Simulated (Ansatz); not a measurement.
HPbNO4:

```
H Pb N O
1.0
     6.85877    0.00000    0.00000
     0.00000    4.22865    0.00000
    -3.39101    0.00000    7.27459
H Pb N O
2 2 2 8
Cartesian
  -0.1737 3.1715 3.6904
  3.6414 1.0572 3.5842
  1.1071 1.0572 2.0728
  2.3607 3.1715 5.2018
  -1.3602 3.1715 6.0792
  4.8280 1.0572 1.1954
  0.7313 3.1715 3.2982
  -0.1410 3.1715 6.3217
  -2.2099 3.1715 7.0227
  -1.7846 3.1715 4.8707
  2.7365 1.0572 3.9764
  3.6087 1.0572 0.9529
  5.6777 1.0572 0.2519
  5.2524 1.0572 2.4039
```

The cell was built by a generator and needn't be a form met in nature.

* Program: Ansatz 0.2.0
* Task: single point
* Functional: PBE
* Potentials or basis: Ansatz PAW
* Cutoff: 420 eV (not typed: the program's choice for these potentials)
* k mesh: 5 × 6 × 4
* Occupations: fermi-dirac, width 0.05 eV
* Spin: no spin polarisation

On this cell: pressure 0.0 GPa; largest force 0.005 eV/Å; band gap on the k mesh 3.08 eV, indirect (least direct gap 3.29 eV).

The same run follows on a disturbed copy (atoms moved at random, drawn with an rms of 0.05 Å):

```xyz
14
Lattice="6.8588 0.0000 0.0000 0.0000 4.2287 0.0000 -3.3910 0.0000 7.2746" Properties=species:S:1:pos:R:3 pbc="T T T"
H    -0.2328    3.1330    3.7193
H     3.6216    1.0174    3.6062
Pb    1.1540    1.0791    2.0748
Pb    2.3741    3.1404    5.1825
N    -1.4126    3.1171    6.0768
N     4.8416    1.0991    1.1927
O     0.6773    3.1548    3.2846
O    -0.1532    3.1861    6.2895
O    -2.2347    3.1910    7.0274
O    -1.8122    3.1896    4.8937
O     2.6506    1.0239    3.9629
O     3.6111    1.0645    0.9287
O     5.6712    1.1223    0.2561
O     5.2414    1.0543    2.3678
```

Task: What does the disturbed cell give?

Result: The energy moves by +19.6 meV/atom; pressure 0.6 GPa; largest force 3.093 eV/Å; band gap on the k mesh 2.97 eV, indirect (least direct gap 3.10 eV).

Forces on the atoms (eV/Å):
```
H    0.876  0.069 -0.446
H   -1.608  0.036  0.440
Pb  -0.274 -0.078 -0.159
Pb  -0.517  0.006  0.200
N    2.398  1.724  0.921
N   -1.398 -0.430 -1.055
O   -0.591 -0.027  0.407
O   -1.212 -0.616  0.167
O   -0.161 -0.577  0.223
O   -0.838 -0.531 -1.390
O    2.073  0.033 -0.467
O    0.050  0.152  0.159
O    0.740  0.146 -0.723
O    0.464  0.094  1.723
```

Stress tensor (GPa, compression positive):
```
-1.98 -0.07  1.46
-0.07  0.27 -0.06
 1.46 -0.06  3.43
```

Caveats: odd divisions of the mesh miss points on the zone boundary, where band edges often lie, so the gap on the mesh can be too wide; spin-orbit coupling is left out, which as a rule narrows the gap of such compounds by several tenths of an eV.

A k mesh can miss the band edges.
